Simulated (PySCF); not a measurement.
# CoH5: one geometry, several methods

How much do the numbers for CoH5 (singlet) hang on the method? All levels run at one geometry, the PBE0 minimum.

The runs use PySCF 2.14.0; several methods, basis Co def2-TZVP, H def2-TZVP, no relativity, density fitting.

### Step 1. Starting geometry

6 atoms, charge 0, spin multiplicity 1.

Bond lengths: Co1–H2 1.452 Å, Co1–H3 1.550 Å, Co1–H4 1.542 Å, Co1–H5 1.542 Å, Co1–H6 1.617 Å. Angles: H2–Co1–H3 64.8°, H2–Co1–H4 89.0°, H2–Co1–H5 89.0°, H2–Co1–H6 95.9°, H3–Co1–H4 149.3°, H3–Co1–H5 149.3°, H3–Co1–H6 31.1°, H4–Co1–H5 33.1°, H4–Co1–H6 162.8°, H5–Co1–H6 162.8°.

```xyz
6
charge 0 multiplicity 1
Co   -0.0075   -0.0035   -0.0307
H     0.3095    0.1817    1.3746
H     1.1012   -0.9338    0.5237
H    -0.7144    1.3671   -0.0244
H    -1.3224    0.7710    0.1913
H     1.0622   -1.1878   -0.2881
```

### Step 2. Fields at the lowest minimum

The plane holds Co1 at (0.00, 0.00), H2 at (1.45, 0.00), H3 at (0.66, 1.40), H6 at (-0.17, 1.61) Å. Columns run from x = -2.25 to 3.75 Å, rows from y = 4.05 (top) to -1.95 Å, in steps of 0.3 Å.

Density (cut at 5 e/Å³):

Ten steps from '0' (0.000 e/Å³) to '9' (5.000 e/Å³), finer at the low end (step k begins (100^(k/10) - 1)/99 of the way up):
```
000000000000000000000
000000000000000000000
000000000000000000000
000000000000000000000
000000000000000000000
000000111100000000000
000001233221000000000
000012455442100000000
000023687664210000000
000123577775210000000
000123556664321000000
000124566654432100000
000125899865543100000
000026999976764210000
000025999976764210000
000025899865543100000
000023566543322100000
000013566532211000000
000013566532100000000
000013566531000000000
000012344321000000000
```

ELF (0 where the density is under 0.005 e/Å³):

Ten even steps from '0' (0.00) to '9' (1.00):
```
000000000000000000000
000000000000000000000
000000000000000000000
000000000000000000000
000005776530000000000
000279999986300000000
000599999998620000000
002799999999740000000
002689999999741000000
001478999999631100000
001234445886444440000
000112211134689985000
000002677526999998000
000001622518999999000
000000622628999999000
000001677526999998000
000001111113799995000
000012455321368860000
000137999951012200000
000158999983000000000
000158999983000000000
```

Highest occupied orbital at -5.26 eV (sign arbitrary; one member if degenerate):

Ten even steps from '0' (-1.48 Å^-3/2) to '9' (0.06 Å^-3/2):
```
999999999999999999999
999999999999999999999
999999999999999999999
999999999999999999999
999999999999999999999
999999999999999999999
999999999999999999999
999999999999999999999
999999999999999999999
999999999999999999999
999999988999999999999
999999877899999999999
999998633689999999999
999998500589999999999
999998500589999999999
999998633689999999999
999999877889999999999
999999988999999999999
999999999999999999999
999999999999999999999
999999999999999999999
```

Along Co1–H2 (1.452 Å) the density is least, 0.99 e/Å³, about 0.94 Å from Co1; ELF there is 0.59.

Making the fields needed 0.9 s of wall time on 2 threads of Arm Neoverse V2, shared host.

### Step 3. PBE0

The steps are one call of a driver around PySCF; scf.py gives each level's set-up. Each SCF starts from the density of the minimum. The driver also runs the species with one electron less or more at the same geometry; their logs are not shown.

Input file scf.py:

```python
from pyscf import gto, scf, dft
mol = gto.M(atom='''
Co    -0.007490    -0.003475    -0.030719
H      0.309488     0.181691     1.374622
H      1.101206    -0.933838     0.523651
H     -0.714397     1.367050    -0.024369
H     -1.322385     0.771028     0.191295
H      1.062245    -1.187814    -0.288087''',
    basis={'Co': 'def2-TZVP', 'H': 'def2-TZVP'},
    charge=0, spin=0)
mf = dft.RKS(mol, xc='PBE0')
mf.grids.atom_grid = (75, 302)
aux = {'Co': 'def2-universal-JKFIT', 'H': 'def2-universal-JKFIT'}
mf = mf.density_fit(auxbasis=aux)
mf.conv_tol = 1e-08
mf.diis_space = 10
mf.max_cycle = 60
mf.verbose = 4
mf.kernel()
```

Launch:

```
OMP_NUM_THREADS=2 python axn.py task.json out
```

Output:

```text
init E= -1385.40967303582
  HOMO = -0.193272448580652  LUMO = -0.0552182877939718  gap/eV = 3.75665
cycle= 1 E= -1385.40967303038  delta_E= 5.45e-09  |g|= 0.000235  |ddm|= 9.75e-05
  HOMO = -0.193347811586721  LUMO = -0.0552558053072847  gap/eV = 3.75767
cycle= 2 E= -1385.40967288008  delta_E= 1.5e-07  |g|= 0.00124  |ddm|= 0.000505
  HOMO = -0.193284560470826  LUMO = -0.0552242971298327  gap/eV = 3.75681
cycle= 3 E= -1385.40967303604  delta_E= -1.56e-07  |g|= 1.03e-06  |ddm|= 0.000425
  HOMO = -0.193284583486058  LUMO = -0.0552242885130028  gap/eV = 3.75681
cycle= 4 E= -1385.40967303605  delta_E= -8.19e-12  |g|= 7.58e-07  |ddm|= 1.7e-06
  HOMO = -0.193284780445588  LUMO = -0.0552243716477889  gap/eV = 3.75682
Extra cycle  E= -1385.40967303603  delta_E= 2.05e-11  |g|= 2.63e-06  |ddm|= 2.16e-06
converged SCF energy = -1385.40967303603
```

This level, with the species of one electron less or more, took 3.2 s.

| Property | Result |
| --- | --- |
| energy | -1385.409673 Eh |
| one electron less (charge +1) | -1385.159249 Eh (doublet, ⟨S²⟩ 0.80) |
| one electron more (charge -1) | -1385.409168 Eh (doublet, ⟨S²⟩ 0.78) |
| Mulliken charge of Co1 | -0.27 e |

### Step 4. HF

Edit scf.py of step 3 so:

```diff
@@ -11,2 +11 @@
-mf = dft.RKS(mol, xc='PBE0')
-mf.grids.atom_grid = (75, 302)
+mf = scf.RHF(mol)
```

Output (excerpt; [...] marks lines left out):

```text
[... the frontier levels of the middle cycles are left out ...]
init E= -1383.93732145968
  HOMO = -0.363083760705877  LUMO = 0.0658352570258129  gap/eV = 11.67148
cycle= 1 E= -1383.97736401365  delta_E= -0.04  |g|= 0.13  |ddm|= 0.288
  HOMO = -0.340332219086843  LUMO = 0.0685271245806254  gap/eV = 11.12563
cycle= 2 E= -1383.98839545305  delta_E= -0.011  |g|= 0.133  |ddm|= 0.148
  HOMO = -0.362791185852944  LUMO = 0.0644489128568964  gap/eV = 11.62580
cycle= 3 E= -1383.99202104806  delta_E= -0.00363  |g|= 0.0791  |ddm|= 0.0706
cycle= 4 E= -1383.9967640254  delta_E= -0.00474  |g|= 0.029  |ddm|= 0.141
cycle= 5 E= -1383.997140682  delta_E= -0.000377  |g|= 0.00707  |ddm|= 0.038
cycle= 6 E= -1383.99720085364  delta_E= -6.02e-05  |g|= 0.00342  |ddm|= 0.0178
cycle= 7 E= -1383.99721989449  delta_E= -1.9e-05  |g|= 0.00309  |ddm|= 0.00729
cycle= 8 E= -1383.9972399276  delta_E= -2e-05  |g|= 0.00244  |ddm|= 0.00808
cycle= 9 E= -1383.99726888244  delta_E= -2.9e-05  |g|= 0.00181  |ddm|= 0.0147
cycle= 10 E= -1383.99729730657  delta_E= -2.84e-05  |g|= 0.00078  |ddm|= 0.0255
cycle= 11 E= -1383.99730045033  delta_E= -3.14e-06  |g|= 0.0005  |ddm|= 0.00766
cycle= 12 E= -1383.9973010168  delta_E= -5.66e-07  |g|= 0.00044  |ddm|= 0.00165
cycle= 13 E= -1383.99730163954  delta_E= -6.23e-07  |g|= 0.000352  |ddm|= 0.00189
cycle= 14 E= -1383.99730250832  delta_E= -8.69e-07  |g|= 0.000225  |ddm|= 0.00364
cycle= 15 E= -1383.99730279392  delta_E= -2.86e-07  |g|= 8.11e-05  |ddm|= 0.0026
cycle= 16 E= -1383.99730282357  delta_E= -2.97e-08  |g|= 2.85e-05  |ddm|= 0.000992
cycle= 17 E= -1383.99730282512  delta_E= -1.55e-09  |g|= 1.02e-05  |ddm|= 0.000137
  HOMO = -0.355739925385955  LUMO = 0.0594696287461396  gap/eV = 11.29843
Extra cycle  E= -1383.99730282522  delta_E= -9.75e-11  |g|= 7e-06  |ddm|= 1.89e-05
converged SCF energy = -1383.99730282522
```

This level, with the species of one electron less or more, took 2.6 s.

- energy: -1383.997303 Eh
- one electron less (charge +1): -1383.840338 Eh (doublet, ⟨S²⟩ 1.26)
- one electron more (charge -1): -1383.981740 Eh (doublet, ⟨S²⟩ 1.49)
- Mulliken charge of Co1: +0.09 e

### Step 5. PBE

Edit scf.py of step 4 so:

```diff
@@ -11 +11,2 @@
-mf = scf.RHF(mol)
+mf = dft.RKS(mol, xc='PBE')
+mf.grids.atom_grid = (75, 302)
```

Output (excerpt; [...] marks lines left out):

```text
[... the frontier levels of the middle cycles are left out ...]
init E= -1385.44241154905
  HOMO = -0.118447649293456  LUMO = -0.0980843900276094  gap/eV = 0.55411
cycle= 1 E= -1385.42560779903  delta_E= 0.0168  |g|= 0.426  |ddm|= 0.631
  HOMO = -0.280086179126037  LUMO = -0.18090242128534  gap/eV = 2.69893
cycle= 2 E= -1384.58215555427  delta_E= 0.843  |g|= 2.89  |ddm|= 1.29
  HOMO = -0.160719820749567  LUMO = -0.120807410542483  gap/eV = 1.08607
cycle= 3 E= -1385.43383342049  delta_E= -0.852  |g|= 0.301  |ddm|= 0.778
cycle= 4 E= -1385.44748429208  delta_E= -0.0137  |g|= 0.103  |ddm|= 0.383
cycle= 5 E= -1385.4489089042  delta_E= -0.00142  |g|= 0.0172  |ddm|= 0.0702
cycle= 6 E= -1385.44895066176  delta_E= -4.18e-05  |g|= 0.00673  |ddm|= 0.013
cycle= 7 E= -1385.44895699334  delta_E= -6.33e-06  |g|= 0.000811  |ddm|= 0.00674
cycle= 8 E= -1385.44895721812  delta_E= -2.25e-07  |g|= 8.23e-05  |ddm|= 0.00184
cycle= 9 E= -1385.44895721896  delta_E= -8.39e-10  |g|= 0.000102  |ddm|= 0.000159
cycle= 10 E= -1385.44895722009  delta_E= -1.14e-09  |g|= 4.82e-05  |ddm|= 7.96e-05
  HOMO = -0.137409382402325  LUMO = -0.109205465962451  gap/eV = 0.76747
Extra cycle  E= -1385.44895719896  delta_E= 2.11e-08  |g|= 0.000447  |ddm|= 0.000235
converged SCF energy = -1385.44895719896
```

This level, with the species of one electron less or more, took 6.8 s.

* energy: -1385.448957 Eh
* one electron less (charge +1): -1385.174275 Eh (doublet, ⟨S²⟩ 0.76)
* one electron more (charge -1): -1385.453707 Eh (doublet, ⟨S²⟩ 0.76)
* Mulliken charge of Co1: -0.35 e

### Step 6. B3LYP

Edit scf.py of step 5 so:

```diff
@@ -11 +11 @@
-mf = dft.RKS(mol, xc='PBE')
+mf = dft.RKS(mol, xc='B3LYP')
```

Output (excerpt; [...] marks lines left out):

```text
[... the frontier levels of the middle cycles are left out ...]
init E= -1385.71156397316
  HOMO = -0.179259243544276  LUMO = -0.0670349042114866  gap/eV = 3.05378
cycle= 1 E= -1385.71198679115  delta_E= -0.000423  |g|= 0.0571  |ddm|= 0.119
  HOMO = -0.203447485989357  LUMO = -0.0799371684788976  gap/eV = 3.36089
cycle= 2 E= -1385.69940374793  delta_E= 0.0126  |g|= 0.353  |ddm|= 0.157
  HOMO = -0.187673831661999  LUMO = -0.0718025846772301  gap/eV = 3.15302
cycle= 3 E= -1385.7123179094  delta_E= -0.0129  |g|= 0.0315  |ddm|= 0.113
cycle= 4 E= -1385.71244662396  delta_E= -0.000129  |g|= 0.00172  |ddm|= 0.0182
cycle= 5 E= -1385.7124470999  delta_E= -4.76e-07  |g|= 0.00203  |ddm|= 0.00268
cycle= 6 E= -1385.71244790228  delta_E= -8.02e-07  |g|= 0.000318  |ddm|= 0.0023
cycle= 7 E= -1385.71244801483  delta_E= -1.13e-07  |g|= 0.000125  |ddm|= 0.00191
cycle= 8 E= -1385.71244801898  delta_E= -4.15e-09  |g|= 1.73e-05  |ddm|= 0.000278
  HOMO = -0.185180784938372  LUMO = -0.0704810158398042  gap/eV = 3.12114
Extra cycle  E= -1385.71244801837  delta_E= 6.17e-10  |g|= 8.3e-05  |ddm|= 3.72e-05
converged SCF energy = -1385.71244801837
```

This level, with the species of one electron less or more, needed 6.2 s of wall time on 2 threads of Arm Neoverse V2, shared host.

| Property | Result |
| --- | --- |
| energy | -1385.712448 Eh |
| one electron less (charge +1) | -1385.452015 Eh (doublet, ⟨S²⟩ 0.79) |
| one electron more (charge -1) | -1385.713836 Eh (doublet, ⟨S²⟩ 0.77) |
| Mulliken charge of Co1 | -0.22 e |

### Step 7. r2SCAN

Edit scf.py of step 6 so:

```diff
@@ -11,2 +11,2 @@
-mf = dft.RKS(mol, xc='B3LYP')
-mf.grids.atom_grid = (75, 302)
+mf = dft.RKS(mol, xc='R2SCAN')
+mf.grids.atom_grid = (90, 434)
```

Output (excerpt; [...] marks lines left out):

```text
[... the frontier levels of the middle cycles are left out ...]
init E= -1385.65118503429
  HOMO = -0.128920987897737  LUMO = -0.0923090681245027  gap/eV = 0.99626
cycle= 1 E= -1385.65050409607  delta_E= 0.000681  |g|= 0.164  |ddm|= 0.265
  HOMO = -0.19151134499463  LUMO = -0.128789315441352  gap/eV = 1.70675
cycle= 2 E= -1385.50696220197  delta_E= 0.144  |g|= 1.18  |ddm|= 0.563
  HOMO = -0.144844160838762  LUMO = -0.101718133969986  gap/eV = 1.17352
cycle= 3 E= -1385.65307232566  delta_E= -0.146  |g|= 0.0676  |ddm|= 0.397
cycle= 4 E= -1385.65385467046  delta_E= -0.000782  |g|= 0.025  |ddm|= 0.0724
cycle= 5 E= -1385.65393251882  delta_E= -7.78e-05  |g|= 0.00344  |ddm|= 0.0137
cycle= 6 E= -1385.65393396968  delta_E= -1.45e-06  |g|= 0.000236  |ddm|= 0.00219
cycle= 7 E= -1385.65393398428  delta_E= -1.46e-08  |g|= 9.11e-05  |ddm|= 0.000439
cycle= 8 E= -1385.65393398616  delta_E= -1.88e-09  |g|= 3.07e-05  |ddm|= 0.000123
  HOMO = -0.139485994196415  LUMO = -0.098520122310215  gap/eV = 1.11474
Extra cycle  E= -1385.65393398002  delta_E= 6.15e-09  |g|= 0.00024  |ddm|= 0.000121
converged SCF energy = -1385.65393398002
```

This level, with the species of one electron less or more, took 22 s.

```
energy                        : -1385.653934 Eh
one electron less (charge +1) : -1385.396014 Eh (doublet, ⟨S²⟩ 0.80)
one electron more (charge -1) : -1385.660631 Eh (doublet, ⟨S²⟩ 0.78)
Mulliken charge of Co1        : -0.27 e
```

### Step 8. TPSSh

Edit scf.py of step 7 so:

```diff
@@ -11 +11 @@
-mf = dft.RKS(mol, xc='R2SCAN')
+mf = dft.RKS(mol, xc='TPSSH')
```

Output (excerpt; [...] marks lines left out):

```text
[... the frontier levels of the middle cycles are left out ...]
init E= -1385.69663720662
  HOMO = -0.144857591675984  LUMO = -0.0728408776808447  gap/eV = 1.95967
cycle= 1 E= -1385.69031352568  delta_E= 0.00632  |g|= 0.263  |ddm|= 0.239
  HOMO = -0.237776726048058  LUMO = -0.123655235364866  gap/eV = 3.10540
cycle= 2 E= -1385.41257800594  delta_E= 0.278  |g|= 1.66  |ddm|= 0.664
  HOMO = -0.16404443806151  LUMO = -0.0836552818232432  gap/eV = 2.18750
cycle= 3 E= -1385.69721633423  delta_E= -0.285  |g|= 0.0831  |ddm|= 0.505
cycle= 4 E= -1385.69808256354  delta_E= -0.000866  |g|= 0.00756  |ddm|= 0.0574
cycle= 5 E= -1385.69809101  delta_E= -8.45e-06  |g|= 0.00613  |ddm|= 0.00685
cycle= 6 E= -1385.69809552378  delta_E= -4.51e-06  |g|= 6.69e-05  |ddm|= 0.00308
cycle= 7 E= -1385.69809552523  delta_E= -1.45e-09  |g|= 2.32e-05  |ddm|= 0.000117
  HOMO = -0.157963965179858  LUMO = -0.0798717602888992  gap/eV = 2.12500
Extra cycle  E= -1385.69809552543  delta_E= -2.03e-10  |g|= 2.39e-05  |ddm|= 5.92e-05
converged SCF energy = -1385.69809552543
```

This level, with the species of one electron less or more, took 19 s.

```
energy                        : -1385.698096 Eh
one electron less (charge +1) : -1385.440579 Eh (doublet, ⟨S²⟩ 0.79)
one electron more (charge -1) : -1385.698643 Eh (doublet, ⟨S²⟩ 0.77)
Mulliken charge of Co1        : -0.29 e
```

### Step 9. r2SCANh

Edit scf.py of step 8 so:

```diff
@@ -11 +11 @@
-mf = dft.RKS(mol, xc='TPSSH')
+mf = dft.RKS(mol, xc='HYB_MGGA_XC_R2SCANH')
```

Output (excerpt; [...] marks lines left out):

```text
[... the frontier levels of the middle cycles are left out ...]
init E= -1385.61782013351
  HOMO = -0.157895515116007  LUMO = -0.075149639441233  gap/eV = 2.25163
cycle= 1 E= -1385.61847748763  delta_E= -0.000657  |g|= 0.0363  |ddm|= 0.0955
  HOMO = -0.172245492569012  LUMO = -0.0834271879532764  gap/eV = 2.41687
cycle= 2 E= -1385.61326226413  delta_E= 0.00522  |g|= 0.226  |ddm|= 0.103
  HOMO = -0.162343523651382  LUMO = -0.0777069207042542  gap/eV = 2.30308
cycle= 3 E= -1385.61864481719  delta_E= -0.00538  |g|= 0.00811  |ddm|= 0.0805
cycle= 4 E= -1385.6186621355  delta_E= -1.73e-05  |g|= 0.00179  |ddm|= 0.0111
cycle= 5 E= -1385.61866211412  delta_E= 2.14e-08  |g|= 0.00309  |ddm|= 0.0032
cycle= 6 E= -1385.61866330682  delta_E= -1.19e-06  |g|= 0.000131  |ddm|= 0.00178
cycle= 7 E= -1385.61866331709  delta_E= -1.03e-08  |g|= 2.34e-05  |ddm|= 0.00052
cycle= 8 E= -1385.61866331728  delta_E= -1.89e-10  |g|= 1.01e-05  |ddm|= 4.2e-05
  HOMO = -0.161812595468404  LUMO = -0.0773245664641946  gap/eV = 2.29904
Extra cycle  E= -1385.61866331706  delta_E= 2.17e-10  |g|= 4.66e-05  |ddm|= 2.33e-05
converged SCF energy = -1385.61866331706
```

This level, with the species of one electron less or more, took 21 s.

```
energy                        : -1385.618663 Eh
one electron less (charge +1) : -1385.368672 Eh (doublet, ⟨S²⟩ 0.82)
one electron more (charge -1) : -1385.623800 Eh (doublet, ⟨S²⟩ 0.79)
Mulliken charge of Co1        : -0.25 e
```

### Step 10. LC-wPBE

Edit scf.py of step 9 so:

```diff
@@ -11,2 +11,2 @@
-mf = dft.RKS(mol, xc='HYB_MGGA_XC_R2SCANH')
-mf.grids.atom_grid = (90, 434)
+mf = dft.RKS(mol, xc='LC_WPBE')
+mf.grids.atom_grid = (75, 302)
```

Output (excerpt; [...] marks lines left out):

```text
[... the frontier levels of the middle cycles are left out ...]
init E= -1385.47798835771
  HOMO = -0.289174255458287  LUMO = 0.0277356903617125  gap/eV = 8.62356
cycle= 1 E= -1385.47942670062  delta_E= -0.00144  |g|= 0.0357  |ddm|= 0.0835
  HOMO = -0.301875006984535  LUMO = 0.0226976005524291  gap/eV = 8.83207
cycle= 2 E= -1385.47828254234  delta_E= 0.00114  |g|= 0.121  |ddm|= 0.0578
  HOMO = -0.293114794374871  LUMO = 0.026745688948016  gap/eV = 8.70385
cycle= 3 E= -1385.4796390108  delta_E= -0.00136  |g|= 0.00442  |ddm|= 0.0303
cycle= 4 E= -1385.47965097792  delta_E= -1.2e-05  |g|= 0.00422  |ddm|= 0.0111
cycle= 5 E= -1385.47965409675  delta_E= -3.12e-06  |g|= 0.000434  |ddm|= 0.0043
cycle= 6 E= -1385.47965442598  delta_E= -3.29e-07  |g|= 0.000171  |ddm|= 0.00208
cycle= 7 E= -1385.47965448639  delta_E= -6.04e-08  |g|= 0.000173  |ddm|= 0.000717
cycle= 8 E= -1385.47965452441  delta_E= -3.8e-08  |g|= 5.17e-05  |ddm|= 0.000634
cycle= 9 E= -1385.4796545357  delta_E= -1.13e-08  |g|= 2.32e-05  |ddm|= 0.00035
cycle= 10 E= -1385.47965453751  delta_E= -1.81e-09  |g|= 8.64e-06  |ddm|= 0.000145
  HOMO = -0.292687961946529  LUMO = 0.0274025329846932  gap/eV = 8.71011
Extra cycle  E= -1385.47965453761  delta_E= -1.02e-10  |g|= 6.38e-06  |ddm|= 2.07e-05
converged SCF energy = -1385.47965453761
```

This level, with the species of one electron less or more, needed 9.3 s of wall time on 2 threads of Arm Neoverse V2, shared host.

```
energy                        : -1385.479655 Eh
one electron less (charge +1) : -1385.221347 Eh (doublet, ⟨S²⟩ 0.78)
one electron more (charge -1) : -1385.479468 Eh (doublet, ⟨S²⟩ 0.78)
Mulliken charge of Co1        : -0.29 e
```

### Step 11. Comparison of the levels

| level | atomisation energy (kJ/mol) | vertical ionisation energy (eV) | vertical electron affinity (eV) | −ε(HOMO) (eV) | gap (eV) | dipole (D) | wall time |
| --- | --- | --- | --- | --- | --- | --- | --- |
| PBE0 | 1096 | 6.81 | -0.01 | 5.26 | 3.76 | 1.60 | 3.2 s |
| HF | 271 | 4.27 | -0.42 | 9.68 | 11.30 | 3.51 | 2.6 s |
| PBE | 1282 | 7.47 | 0.13 | 3.74 | 0.77 | 1.03 | 6.8 s |
| B3LYP | 1152 | 7.09 | 0.04 | 5.04 | 3.12 | 1.47 | 6.2 s |
| r2SCAN | 1220 | 7.02 | 0.18 | 3.80 | 1.11 | 1.25 | 22 s |
| TPSSh | 1235 | 7.01 | 0.01 | 4.30 | 2.12 | 1.44 | 19 s |
| r2SCANh | 1154 | 6.80 | 0.14 | 4.40 | 2.30 | 1.44 | 21 s |
| LC-wPBE | 1194 | 7.03 | -0.01 | 7.96 | 8.71 | 1.62 | 9.3 s |

Times are for 2 threads of Arm Neoverse V2, shared host; PBE0 starts from its own converged density, so its time is not comparable. A dash stands where a species or a free atom was not run at that level, or the quantity is not defined.

Atomisation goes to high-spin atoms in their ground configurations, run at the same level, without zero-point energy.

### Step 12. Results

```
                         quantity                           value
        atomisation energy, range   271 (HF) to 1282 (PBE) kJ/mol
vertical ionisation energy, range      4.27 (HF) to 7.47 (PBE) eV
vertical electron affinity, range  -0.42 (HF) to 0.18 (r2SCAN) eV
               orbital gap, range     0.77 (PBE) to 11.30 (HF) eV
```

What this shows: The atomisation energy spreads over 1012 kJ/mol, from HF to PBE; without a CCSD(T) value for it there is no yardstick here. Spin contamination is strong in at least one of the open-shell species at HF. Without diffuse functions electron affinities tend to come out too low. Whether spin polarisation would lower the closed shell was not checked.
